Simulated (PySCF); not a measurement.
**AsH₈NSi₂: NMR shifts at several levels of theory**

How much do the NMR shifts of AsH₈NSi₂ (`N[SiH2][AsH][SiH3]`) depend on the level of theory, and what does each level cost?

The runs use PySCF 2.14.0, with density-fitted response routines of our own; the level of theory stands in each step. All values are computed, except where a source is named. Atoms count from 0, in the outputs and in this text.

## (1) Starting geometry

12 atoms, charge 0, multiplicity 1; geometry from: PBE0-D3(BJ)/def2-SVP.

Bonds of the start (Å): N0–Si1 1.73, Si1–As2 2.39, As2–Si3 2.36, N0–H4 1.01, N0–H5 1.01, Si1–H6 1.49, Si1–H7 1.49, As2–H8 1.53, Si3–H9 1.49, Si3–H10 1.50, Si3–H11 1.50.

## (2) Shielding tensors: HF/pcSseg-2

What the job is given:

```
{"job": {"kind": "nmr", "xc": "HF", "basis": "pcSseg-2", "pop": false}, "charge": 0, "multiplicity": 1}
N      1.943763     0.603920     0.794122
Si     1.270755    -0.706773    -0.110288
As    -0.537181    -0.052915    -1.532629
Si    -1.914782     0.464355     0.315501
H      1.441218     0.966953     1.596552
H      2.439025     1.346898     0.313789
H      2.332726    -1.261929    -1.002118
H      0.813254    -1.742232     0.864867
H     -1.081436    -1.475171    -1.646091
H     -3.317966     0.709988    -0.134528
H     -1.386155     1.721951     0.931367
H     -1.921794    -0.600316     1.367962
```

Method: GIAO HF/pcSseg-2 NMR shielding, non-relativistic, gas phase.

Run with:

```console
> OMP_NUM_THREADS=1 python probes_run.py task.json out
```

One launch serves the whole session: the jobs run in the order shown.

Output:

```text
final grid: 90896 points
cycle   1  E = -2871.2256537265  dE = -1.024e+00  |g| = 6.091e-01  |ddm| = 2.485e+00
cycle   2  E = -2871.2801340220  dE = -5.448e-02  |g| = 2.951e-01  |ddm| = 4.059e-01
cycle   3  E = -2871.2880198309  dE = -7.886e-03  |g| = 6.919e-02  |ddm| = 1.349e-01
cycle   4  E = -2871.2894168277  dE = -1.397e-03  |g| = 1.805e-02  |ddm| = 7.997e-02
cycle   5  E = -2871.2895442200  dE = -1.274e-04  |g| = 4.919e-03  |ddm| = 2.474e-02
cycle   6  E = -2871.2895569925  dE = -1.277e-05  |g| = 1.407e-03  |ddm| = 8.452e-03
cycle   7  E = -2871.2895587129  dE = -1.720e-06  |g| = 5.497e-04  |ddm| = 3.645e-03
cycle   8  E = -2871.2895589052  dE = -1.923e-07  |g| = 1.458e-04  |ddm| = 1.236e-03
cycle   9  E = -2871.2895589209  dE = -1.575e-08  |g| = 3.669e-05  |ddm| = 3.839e-04
cycle  10  E = -2871.2895589222  dE = -1.313e-09  |g| = 1.100e-05  |ddm| = 1.180e-04
cycle  11  E = -2871.2895589223  dE = -1.155e-10  |g| = 3.243e-06  |ddm| = 3.328e-05
converged SCF energy = -2871.2895589223

GIAO shielding tensors (ppm)
atom      isotropic    diamagn.    paramagn.     s11        s22        s33       span
  0 N      261.293     322.571     -61.278    241.010    254.241    288.629     47.619
  1 Si     407.260     873.785    -466.525    365.714    413.849    442.218     76.503
  2 As    2082.551    2882.026    -799.475   1915.031   1996.427   2336.195    421.163
  3 Si     447.149     875.472    -428.323    411.892    449.063    480.492     68.600
  4 H       31.163      32.994      -1.830     23.680     28.080     41.730     18.050
  5 H       31.370      31.554      -0.184     24.246     27.001     42.862     18.617
  6 H       26.690      28.512      -1.821     22.321     25.492     32.258      9.937
  7 H       26.730      29.526      -2.796     22.644     25.782     31.766      9.122
  8 H       30.745      31.543      -0.799     23.756     24.492     43.986     20.230
  9 H       27.635      28.468      -0.834     23.697     25.260     33.947     10.250
 10 H       27.925      29.940      -2.015     24.341     26.255     33.178      8.838
 11 H       27.633      29.501      -1.868     24.024     25.663     33.212      9.188
```

Run time: 56 s. Hardware: 1 thread of Arm Neoverse V1, shared host; peak memory 1.2 GiB.

The references, computed at this level on geometries of the same kind, shield at (ppm): 1H TMS 31.68, 29Si TMS 383.0, 15N NH3 260.7, 75As AsH3 1971. Their shielding less the atom's gives the shift. The references are single molecules in the gas phase, so shifts against H2O, NH3, PH3, H3PO4 or CFCl3 are not on the usual liquid scales and can be off by tens of ppm. Shifts against hydride references such as AlH4− lie on their own scale. Atoms listed in one row are averaged.

| atoms | environment | σ (ppm) | δ (ppm) |
| --- | --- | --- | --- |
| H6, H7 | hydrogen on a silicon bonded to As, N | 26.71 | 4.97 |
| H9, H10, H11 | hydrogen on a silicon bonded to As | 27.73 | 3.95 |
| H8 | hydrogen on an arsenic bonded to 2 Si | 30.74 | 0.94 |
| H4, H5 | hydrogen on a nitrogen bonded to Si | 31.27 | 0.42 |
| N0 | nitrogen bonded to Si, 2 H | 261.3 | -0.5 |
| Si1 | silicon bonded to As, N, 2 H | 407.3 | -24.3 |
| Si3 | silicon bonded to As, 3 H | 447.1 | -64.2 |
| As2 | arsenic bonded to 2 Si, H | 2083 | -111 |

## (3) Nuclear shieldings: LDA/pcSseg-2

Same as in step 2 but for these lines:

```diff
@@ -1,2 +1,2 @@
-{"job": {"kind": "nmr", "xc": "HF", "basis": "pcSseg-2", "pop": false}, "charge": 0, "multiplicity": 1}
+{"job": {"kind": "nmr", "xc": "LDA", "basis": "pcSseg-2", "pop": false}, "charge": 0, "multiplicity": 1}
 N      1.943763     0.603920     0.794122
```

With the program's defaults for keys left out, this is: GIAO LDA/pcSseg-2 NMR shielding, non-relativistic, gas phase.

Output:

```text
coarse grid: 45056 points
cycle   1  E = -2868.3949754475  dE = -8.736e-01  |g| = 1.241e+00  |ddm| = 2.573e+00
cycle   2  E = -2868.1791179076  dE =  2.159e-01  |g| = 1.515e+00  |ddm| = 1.143e+00
cycle   3  E = -2868.4313289551  dE = -2.522e-01  |g| = 5.150e-01  |ddm| = 1.084e+00
cycle   4  E = -2868.4898089574  dE = -5.848e-02  |g| = 9.072e-02  |ddm| = 3.791e-01
cycle   5  E = -2868.4907109637  dE = -9.020e-04  |g| = 2.044e-02  |ddm| = 7.311e-02
cycle   6  E = -2868.4908188619  dE = -1.079e-04  |g| = 1.145e-02  |ddm| = 3.559e-02
cycle   7  E = -2868.4908573857  dE = -3.852e-05  |g| = 1.900e-03  |ddm| = 1.334e-02
cycle   8  E = -2868.4908579924  dE = -6.067e-07  |g| = 7.176e-04  |ddm| = 2.726e-03
final grid: 90896 points
cycle   9  E = -2868.4907307202  dE =  5.689e-08  |g| = 1.418e-03  |ddm| = 4.946e-03
cycle  10  E = -2868.4907296613  dE =  1.059e-06  |g| = 2.813e-03  |ddm| = 3.949e-03
cycle  11  E = -2868.4907311687  dE = -1.507e-06  |g| = 2.479e-04  |ddm| = 2.387e-03
cycle  12  E = -2868.4907311853  dE = -1.657e-08  |g| = 6.186e-05  |ddm| = 2.400e-04
cycle  13  E = -2868.4907311862  dE = -8.999e-10  |g| = 8.009e-06  |ddm| = 5.191e-05
converged SCF energy = -2868.4907311862

GIAO shielding tensors (ppm)
atom      isotropic    diamagn.    paramagn.     s11        s22        s33       span
  0 N      250.103     323.351     -73.248    231.506    241.610    277.193     45.687
  1 Si     322.717     879.114    -556.397    259.922    339.720    368.510    108.587
  2 As    1897.826    2879.755    -981.929   1721.021   1827.228   2145.227    424.207
  3 Si     386.575     880.844    -494.270    338.395    387.180    434.148     95.753
  4 H       30.343      32.503      -2.161     23.159     27.865     40.004     16.844
  5 H       30.755      31.139      -0.384     24.024     26.691     41.550     17.526
  6 H       24.718      27.752      -3.034     20.237     23.897     30.019      9.783
  7 H       24.761      28.605      -3.843     20.306     24.253     29.725      9.418
  8 H       29.045      29.386      -0.341     22.302     22.993     41.840     19.539
  9 H       26.219      27.808      -1.590     22.411     23.899     32.347      9.936
 10 H       26.602      29.152      -2.549     23.254     24.997     31.556      8.302
 11 H       26.249      28.574      -2.324     22.918     23.921     31.909      8.990
```

Run time: 56 s. Hardware: 1 thread of Arm Neoverse V1, shared host; peak memory 1.1 GiB.

In short: δ N0 16.6, Si1 -19.7, Si3 -83.5, As2 -3, H6 6.03, H9 4.41 ppm (means over like atoms).

## (4) Nuclear shieldings: PBE/pcSseg-2

Same as in step 3 but for these lines:

```diff
@@ -1,2 +1,2 @@
-{"job": {"kind": "nmr", "xc": "LDA", "basis": "pcSseg-2", "pop": false}, "charge": 0, "multiplicity": 1}
+{"job": {"kind": "nmr", "xc": "PBE", "basis": "pcSseg-2", "pop": false}, "charge": 0, "multiplicity": 1}
 N      1.943763     0.603920     0.794122
```

With the program's defaults for keys left out, this is: GIAO PBE/pcSseg-2 NMR shielding, non-relativistic, gas phase.

Output:

```text
coarse grid: 45056 points
cycle   1  E = -2873.7699693833  dE = -8.678e-01  |g| = 1.154e+00  |ddm| = 2.580e+00
cycle   2  E = -2873.5708764359  dE =  1.991e-01  |g| = 1.423e+00  |ddm| = 1.072e+00
cycle   3  E = -2873.8084529720  dE = -2.376e-01  |g| = 4.565e-01  |ddm| = 1.032e+00
cycle   4  E = -2873.8554805774  dE = -4.703e-02  |g| = 8.544e-02  |ddm| = 3.503e-01
cycle   5  E = -2873.8562879207  dE = -8.073e-04  |g| = 1.927e-02  |ddm| = 6.421e-02
cycle   6  E = -2873.8563790697  dE = -9.115e-05  |g| = 8.761e-03  |ddm| = 2.931e-02
cycle   7  E = -2873.8564026187  dE = -2.355e-05  |g| = 1.714e-03  |ddm| = 1.012e-02
cycle   8  E = -2873.8564031166  dE = -4.979e-07  |g| = 5.936e-04  |ddm| = 2.361e-03
final grid: 90896 points
cycle   9  E = -2873.8562827277  dE = -3.327e-08  |g| = 1.186e-03  |ddm| = 4.760e-03
cycle  10  E = -2873.8562819880  dE =  7.397e-07  |g| = 2.310e-03  |ddm| = 3.431e-03
cycle  11  E = -2873.8562830631  dE = -1.075e-06  |g| = 1.860e-04  |ddm| = 2.050e-03
cycle  12  E = -2873.8562830727  dE = -9.661e-09  |g| = 4.974e-05  |ddm| = 1.880e-04
cycle  13  E = -2873.8562830733  dE = -5.421e-10  |g| = 8.150e-06  |ddm| = 4.187e-05
converged SCF energy = -2873.8562830733

GIAO shielding tensors (ppm)
atom      isotropic    diamagn.    paramagn.     s11        s22        s33       span
  0 N      247.775     321.878     -74.104    227.419    240.611    275.295     47.876
  1 Si     344.733     878.590    -533.857    287.501    357.883    388.815    101.314
  2 As    1919.979    2880.656    -960.676   1755.424   1844.414   2160.100    404.676
  3 Si     400.759     880.217    -479.458    357.187    400.661    444.427     87.240
  4 H       30.847      32.773      -1.926     23.836     28.424     40.280     16.444
  5 H       31.212      31.396      -0.184     24.605     27.331     41.699     17.094
  6 H       25.386      28.281      -2.894     20.969     24.535     30.655      9.686
  7 H       25.400      29.315      -3.915     21.064     24.831     30.306      9.242
  8 H       29.735      30.368      -0.633     23.062     23.729     42.414     19.352
  9 H       26.795      28.299      -1.504     23.063     24.504     32.816      9.753
 10 H       27.153      29.812      -2.659     23.855     25.564     32.040      8.184
 11 H       26.780      29.251      -2.471     23.481     24.532     32.327      8.846
```

Wall time 62 s (1 thread of Arm Neoverse V1, shared host); peak memory 1.2 GiB.

Key values: δ N0 13.3, Si1 -21.3, Si3 -77.3, As2 -39, H6 5.78, H9 4.27 ppm (means over like atoms).

## (5) Shielding tensors: BLYP/pcSseg-2

Same as in step 4 but for these lines:

```diff
@@ -1,2 +1,2 @@
-{"job": {"kind": "nmr", "xc": "PBE", "basis": "pcSseg-2", "pop": false}, "charge": 0, "multiplicity": 1}
+{"job": {"kind": "nmr", "xc": "BLYP", "basis": "pcSseg-2", "pop": false}, "charge": 0, "multiplicity": 1}
 N      1.943763     0.603920     0.794122
```

With the program's defaults for keys left out, this is: GIAO BLYP/pcSseg-2 NMR shielding, non-relativistic, gas phase.

Output:

```text
coarse grid: 45056 points
cycle   1  E = -2874.4875900892  dE = -8.582e-01  |g| = 1.188e+00  |ddm| = 2.579e+00
cycle   2  E = -2874.2356891107  dE =  2.519e-01  |g| = 1.532e+00  |ddm| = 1.191e+00
cycle   3  E = -2874.5308795245  dE = -2.952e-01  |g| = 4.906e-01  |ddm| = 1.143e+00
cycle   4  E = -2874.5848346856  dE = -5.396e-02  |g| = 8.558e-02  |ddm| = 3.582e-01
cycle   5  E = -2874.5854950462  dE = -6.604e-04  |g| = 2.320e-02  |ddm| = 6.754e-02
cycle   6  E = -2874.5856387779  dE = -1.437e-04  |g| = 1.003e-02  |ddm| = 3.520e-02
cycle   7  E = -2874.5856682536  dE = -2.948e-05  |g| = 1.911e-03  |ddm| = 1.118e-02
cycle   8  E = -2874.5856688524  dE = -5.989e-07  |g| = 7.055e-04  |ddm| = 2.698e-03
final grid: 90896 points
cycle   9  E = -2874.5855522793  dE =  6.611e-08  |g| = 1.410e-03  |ddm| = 4.940e-03
cycle  10  E = -2874.5855512420  dE =  1.037e-06  |g| = 2.770e-03  |ddm| = 4.045e-03
cycle  11  E = -2874.5855527465  dE = -1.505e-06  |g| = 2.206e-04  |ddm| = 2.414e-03
cycle  12  E = -2874.5855527602  dE = -1.372e-08  |g| = 6.023e-05  |ddm| = 2.249e-04
cycle  13  E = -2874.5855527611  dE = -8.345e-10  |g| = 7.014e-06  |ddm| = 4.806e-05
converged SCF energy = -2874.5855527611

GIAO shielding tensors (ppm)
atom      isotropic    diamagn.    paramagn.     s11        s22        s33       span
  0 N      243.073     320.593     -77.520    221.986    237.894    269.338     47.352
  1 Si     331.143     877.920    -546.777    274.022    345.554    373.853     99.830
  2 As    1857.944    2880.273   -1022.329   1697.968   1782.283   2093.581    395.613
  3 Si     384.250     879.670    -495.420    339.077    382.721    430.952     91.875
  4 H       31.042      33.068      -2.026     24.259     28.720     40.145     15.886
  5 H       31.397      31.750      -0.352     25.004     27.683     41.505     16.501
  6 H       25.714      28.479      -2.765     21.340     24.887     30.914      9.574
  7 H       25.725      29.457      -3.732     21.433     25.192     30.549      9.116
  8 H       30.070      30.630      -0.561     23.588     24.226     42.395     18.807
  9 H       27.066      28.553      -1.487     23.435     24.830     32.934      9.499
 10 H       27.430      30.021      -2.591     24.206     25.899     32.185      7.979
 11 H       27.044      29.467      -2.422     23.861     24.835     32.437      8.576
```

Run time: 68 s. Hardware: 1 thread of Arm Neoverse V1, shared host; peak memory 1.2 GiB.

This run: δ N0 14.5, Si1 -21.5, Si3 -74.6, As2 -23, H6 5.66, H9 4.20 ppm (means over like atoms).

## (6) NMR shieldings: BP86/pcSseg-2

Same as in step 5 but for these lines:

```diff
@@ -1,2 +1,2 @@
-{"job": {"kind": "nmr", "xc": "BLYP", "basis": "pcSseg-2", "pop": false}, "charge": 0, "multiplicity": 1}
+{"job": {"kind": "nmr", "xc": "BP86", "basis": "pcSseg-2", "pop": false}, "charge": 0, "multiplicity": 1}
 N      1.943763     0.603920     0.794122
```

Method: GIAO BP86/pcSseg-2 NMR shielding, non-relativistic, gas phase.

Output:

```text
coarse grid: 45056 points
cycle   1  E = -2874.8216453431  dE = -8.646e-01  |g| = 1.147e+00  |ddm| = 2.570e+00
cycle   2  E = -2874.6284410579  dE =  1.932e-01  |g| = 1.410e+00  |ddm| = 1.022e+00
cycle   3  E = -2874.8623110090  dE = -2.339e-01  |g| = 4.472e-01  |ddm| = 9.790e-01
cycle   4  E = -2874.9072822912  dE = -4.497e-02  |g| = 8.475e-02  |ddm| = 3.396e-01
cycle   5  E = -2874.9081041414  dE = -8.219e-04  |g| = 1.900e-02  |ddm| = 6.531e-02
cycle   6  E = -2874.9081988997  dE = -9.476e-05  |g| = 8.872e-03  |ddm| = 2.950e-02
cycle   7  E = -2874.9082223453  dE = -2.345e-05  |g| = 1.737e-03  |ddm| = 1.007e-02
cycle   8  E = -2874.9082228209  dE = -4.756e-07  |g| = 6.314e-04  |ddm| = 2.367e-03
final grid: 90896 points
cycle   9  E = -2874.9080862321  dE = -1.112e-08  |g| = 1.275e-03  |ddm| = 5.026e-03
cycle  10  E = -2874.9080853477  dE =  8.843e-07  |g| = 2.518e-03  |ddm| = 3.674e-03
cycle  11  E = -2874.9080866233  dE = -1.276e-06  |g| = 2.034e-04  |ddm| = 2.186e-03
cycle  12  E = -2874.9080866353  dE = -1.193e-08  |g| = 5.472e-05  |ddm| = 2.111e-04
cycle  13  E = -2874.9080866359  dE = -6.476e-10  |g| = 7.781e-06  |ddm| = 4.354e-05
converged SCF energy = -2874.9080866359

GIAO shielding tensors (ppm)
atom      isotropic    diamagn.    paramagn.     s11        s22        s33       span
  0 N      247.010     322.155     -75.145    227.145    239.776    274.109     46.964
  1 Si     343.160     878.677    -535.517    285.890    357.056    386.534    100.644
  2 As    1906.172    2880.734    -974.563   1743.348   1831.707   2143.461    400.114
  3 Si     397.342     880.315    -482.973    354.121    396.703    441.201     87.080
  4 H       30.911      32.854      -1.943     23.949     28.497     40.288     16.339
  5 H       31.252      31.479      -0.227     24.690     27.400     41.665     16.975
  6 H       25.476      28.359      -2.883     21.072     24.618     30.739      9.667
  7 H       25.478      29.376      -3.898     21.178     24.885     30.372      9.194
  8 H       29.785      30.342      -0.556     23.152     23.810     42.394     19.242
  9 H       26.859      28.350      -1.490     23.159     24.562     32.858      9.699
 10 H       27.208      29.878      -2.670     23.913     25.636     32.075      8.162
 11 H       26.835      29.337      -2.501     23.538     24.619     32.349      8.812
```

Run time: 75 s. Hardware: 1 thread of Arm Neoverse V1, shared host; peak memory 1.2 GiB.

This run: δ N0 12.2, Si1 -21.1, Si3 -75.3, As2 -41, H6 5.76, H9 4.27 ppm (means over like atoms).

## (7) Shielding tensors: OPBE/pcSseg-2

Same as in step 6 but for these lines:

```diff
@@ -1,2 +1,2 @@
-{"job": {"kind": "nmr", "xc": "BP86", "basis": "pcSseg-2", "pop": false}, "charge": 0, "multiplicity": 1}
+{"job": {"kind": "nmr", "xc": "OPBE", "basis": "pcSseg-2", "pop": false}, "charge": 0, "multiplicity": 1}
 N      1.943763     0.603920     0.794122
```

Method: GIAO OPBE/pcSseg-2 NMR shielding, non-relativistic, gas phase.

Output:

```text
coarse grid: 45056 points
cycle   1  E = -2875.0347386532  dE = -9.061e-01  |g| = 9.045e-01  |ddm| = 2.617e+00
cycle   2  E = -2874.9073767146  dE =  1.274e-01  |g| = 1.039e+00  |ddm| = 9.540e-01
cycle   3  E = -2875.0669805115  dE = -1.596e-01  |g| = 3.612e-01  |ddm| = 8.575e-01
cycle   4  E = -2875.0970736254  dE = -3.009e-02  |g| = 6.450e-02  |ddm| = 2.916e-01
cycle   5  E = -2875.0976837025  dE = -6.101e-04  |g| = 1.522e-02  |ddm| = 7.043e-02
cycle   6  E = -2875.0977578512  dE = -7.415e-05  |g| = 9.018e-03  |ddm| = 3.012e-02
cycle   7  E = -2875.0977797480  dE = -2.190e-05  |g| = 1.355e-03  |ddm| = 9.584e-03
cycle   8  E = -2875.0977800157  dE = -2.677e-07  |g| = 3.910e-04  |ddm| = 1.540e-03
final grid: 90896 points
cycle   9  E = -2875.0976644517  dE = -2.532e-07  |g| = 7.154e-04  |ddm| = 4.748e-03
cycle  10  E = -2875.0976642608  dE =  1.908e-07  |g| = 1.258e-03  |ddm| = 1.751e-03
cycle  11  E = -2875.0976645691  dE = -3.083e-07  |g| = 9.509e-05  |ddm| = 1.029e-03
cycle  12  E = -2875.0976645713  dE = -2.183e-09  |g| = 3.392e-05  |ddm| = 1.123e-04
cycle  13  E = -2875.0976645715  dE = -2.337e-10  |g| = 1.396e-05  |ddm| = 3.666e-05
converged SCF energy = -2875.0976645715

GIAO shielding tensors (ppm)
atom      isotropic    diamagn.    paramagn.     s11        s22        s33       span
  0 N      252.253     322.180     -69.927    231.683    245.005    280.070     48.387
  1 Si     376.721     879.223    -502.502    324.351    386.401    419.409     95.058
  2 As    1980.874    2883.193    -902.319   1818.669   1903.377   2220.577    401.909
  3 Si     428.081     880.593    -452.512    389.552    427.866    466.826     77.273
  4 H       30.882      32.478      -1.596     23.707     28.296     40.642     16.935
  5 H       31.211      31.022       0.189     24.427     27.240     41.968     17.541
  6 H       25.532      28.361      -2.830     21.145     24.608     30.842      9.697
  7 H       25.523      29.745      -4.222     21.282     24.840     30.447      9.165
  8 H       29.736      30.674      -0.939     22.911     23.617     42.680     19.769
  9 H       26.888      28.301      -1.414     23.128     24.561     32.974      9.846
 10 H       27.206      30.090      -2.884     23.856     25.585     32.177      8.322
 11 H       26.839      29.563      -2.724     23.442     24.652     32.423      8.981
```

It took 74 s on 1 thread of Arm Neoverse V1, shared host; peak memory 1.2 GiB.

Key values: δ N0 10.6, Si1 -21.2, Si3 -72.5, As2 -76, H6 5.67, H9 4.22 ppm (means over like atoms).

## (8) NMR shieldings: KT2/pcSseg-2

Same as in step 7 but for these lines:

```diff
@@ -1,2 +1,2 @@
-{"job": {"kind": "nmr", "xc": "OPBE", "basis": "pcSseg-2", "pop": false}, "charge": 0, "multiplicity": 1}
+{"job": {"kind": "nmr", "xc": "KT2", "basis": "pcSseg-2", "pop": false}, "charge": 0, "multiplicity": 1}
 N      1.943763     0.603920     0.794122
```

Method: GIAO KT2/pcSseg-2 NMR shielding, non-relativistic, gas phase.

Output:

```text
coarse grid: 45056 points
cycle   1  E = -2889.4333101702  dE = -8.394e-01  |g| = 6.945e-01  |ddm| = 2.490e+00
cycle   2  E = -2889.2724746413  dE =  1.608e-01  |g| = 9.700e-01  |ddm| = 1.062e+00
cycle   3  E = -2889.4767093490  dE = -2.042e-01  |g| = 2.746e-01  |ddm| = 9.109e-01
cycle   4  E = -2889.4944184420  dE = -1.771e-02  |g| = 4.931e-02  |ddm| = 2.656e-01
cycle   5  E = -2889.4951302086  dE = -7.118e-04  |g| = 3.444e-02  |ddm| = 1.126e-01
cycle   6  E = -2889.4954226254  dE = -2.924e-04  |g| = 5.586e-03  |ddm| = 3.754e-02
cycle   7  E = -2889.4954266221  dE = -3.997e-06  |g| = 1.402e-03  |ddm| = 5.135e-03
final grid: 90896 points
cycle   8  E = -2889.4953024735  dE =  2.194e-07  |g| = 1.862e-03  |ddm| = 5.837e-03
cycle   9  E = -2889.4953011814  dE =  1.292e-06  |g| = 2.744e-03  |ddm| = 4.838e-03
cycle  10  E = -2889.4953036190  dE = -2.438e-06  |g| = 3.403e-04  |ddm| = 2.939e-03
cycle  11  E = -2889.4953036517  dE = -3.265e-08  |g| = 5.418e-05  |ddm| = 3.404e-04
cycle  12  E = -2889.4953036523  dE = -6.044e-10  |g| = 1.287e-05  |ddm| = 5.338e-05
converged SCF energy = -2889.4953036523

GIAO shielding tensors (ppm)
atom      isotropic    diamagn.    paramagn.     s11        s22        s33       span
  0 N      249.202     321.609     -72.408    229.696    240.898    277.010     47.314
  1 Si     371.401     880.862    -509.461    315.101    383.204    415.899    100.798
  2 As    1960.995    2885.343    -924.348   1802.610   1888.871   2191.505    388.895
  3 Si     427.968     882.666    -454.698    386.583    428.378    468.942     82.359
  4 H       30.851      32.845      -1.993     23.805     28.441     40.308     16.503
  5 H       31.214      31.450      -0.236     24.549     27.336     41.756     17.207
  6 H       25.416      28.222      -2.806     20.999     24.555     30.694      9.695
  7 H       25.421      29.235      -3.814     21.075     24.836     30.351      9.276
  8 H       29.738      30.382      -0.644     23.084     23.736     42.395     19.311
  9 H       26.853      28.179      -1.325     23.096     24.544     32.920      9.823
 10 H       27.214      29.775      -2.561     23.887     25.614     32.140      8.253
 11 H       26.842      29.207      -2.365     23.499     24.580     32.446      8.947
```

Wall time 63 s (1 thread of Arm Neoverse V1, shared host); peak memory 1.2 GiB.

Key values: δ N0 10.9, Si1 -20.4, Si3 -77.0, As2 -34, H6 5.76, H9 4.21 ppm (means over like atoms).

[end of part 1 of 2]
